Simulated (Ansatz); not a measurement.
# C2H6Cl2Si: how energies converge with the basis set

How large a basis does C2H6Cl2Si need? Two functionals are run in growing sets.

The runs use Ansatz 0.2.0, Gaussian basis; one geometry, several basis sets.

Plan: PBE0-D4/def2-SVP; ωB97M-V/def2-SVP; PBE0-D4/def2-QZVPP; ωB97M-V/def2-QZVPP; the functionals' def2-TZVPP values are taken from earlier runs.

## Step 1: The geometry

The geometry comes from an earlier relaxation with PBE0-D4 in a triple-zeta def2 set; it is a stationary point, not always the lowest conformer.

11 atoms, charge 0, spin multiplicity 1.

Atoms are counted from 1 here; the program's logs count them from 0.

Bond lengths: Cl1–C2 1.787 Å, C2–Si3 1.880 Å, C2–H6 1.090 Å, C2–H7 1.090 Å, Si3–C4 1.880 Å, Si3–H8 1.486 Å, Si3–H9 1.486 Å, C4–Cl5 1.787 Å, C4–H10 1.090 Å, C4–H11 1.090 Å. Angles: Cl1–C2–Si3 109.2°, Cl1–C2–H6 107.6°, Cl1–C2–H7 107.5°, Si3–C2–H6 112.2°, Si3–C2–H7 111.5°, H6–C2–H7 108.7°, C2–Si3–C4 109.2°, C2–Si3–H8 109.4°, C2–Si3–H9 109.4°, C4–Si3–H8 109.4°, C4–Si3–H9 109.4°, H8–Si3–H9 110.1°, Si3–C4–Cl5 109.2°, Si3–C4–H10 111.5°, Si3–C4–H11 112.2°, Cl5–C4–H10 107.5°, Cl5–C4–H11 107.6°, H10–C4–H11 108.7°.

## Step 2: PBE0-D4 in def2-SVP

File in.yaml:

```yaml
crystal:
  periodic: [false, false, false]
  atoms:
    - {symbol: Cl, position_ang: [2.453473, -0.344658, -0.045743]}
    - {symbol: C, position_ang: [1.149521, 0.255370, 1.019095]}
    - {symbol: Si, position_ang: [-0.487006, -0.491719, 0.473369]}
    - {symbol: C, position_ang: [-0.841500, 0.026529, -1.298615]}
    - {symbol: Cl, position_ang: [-0.947754, 1.808770, -1.379439]}
    - {symbol: H, position_ang: [1.406879, -0.019412, 2.042147]}
    - {symbol: H, position_ang: [1.137497, 1.342718, 0.942067]}
    - {symbol: H, position_ang: [-0.401003, -1.973791, 0.547321]}
    - {symbol: H, position_ang: [-1.575068, 0.001351, 1.357906]}
    - {symbol: H, position_ang: [-0.043808, -0.285347, -1.973022]}
    - {symbol: H, position_ang: [-1.785828, -0.376810, -1.664587]}
basis:
  gaussian: {orbitals: def2-SVP}
hamiltonian: {xc: pbe0, dispersion: d4}
output: {orbitals: {seedname: orbitals}}
```

Launch:

```sh
$ ansatz run in.yaml --threads 4 --pin off --events-out ev --progress --plain --max-ram 10444MiB
```

The runs that follow: ωB97M-V in def2-SVP; PBE0-D4 in def2-QZVPP; ωB97M-V in def2-QZVPP.

Before running them: what should the planned runs give, taken together? Wanted: PBE0-D4: double and triple zeta above quadruple; ωB97M-V: double and triple zeta above quadruple.

**Answer**, as computed:

```
                                       quantity           value
PBE0-D4: double and triple zeta above quadruple  15.04, 1.13 eV
ωB97M-V: double and triple zeta above quadruple  15.05, 1.08 eV
```

For PBE0-D4 the step from double to triple zeta gains 13.91 eV and the next only 1.13 eV. Total energies overstate the basis error of differences, where much of it tends to cancel. The LUMO of ωB97M-V is positive and keeps falling with the basis (2.49 to 1.26 eV): an unbound level that the basis holds in place.
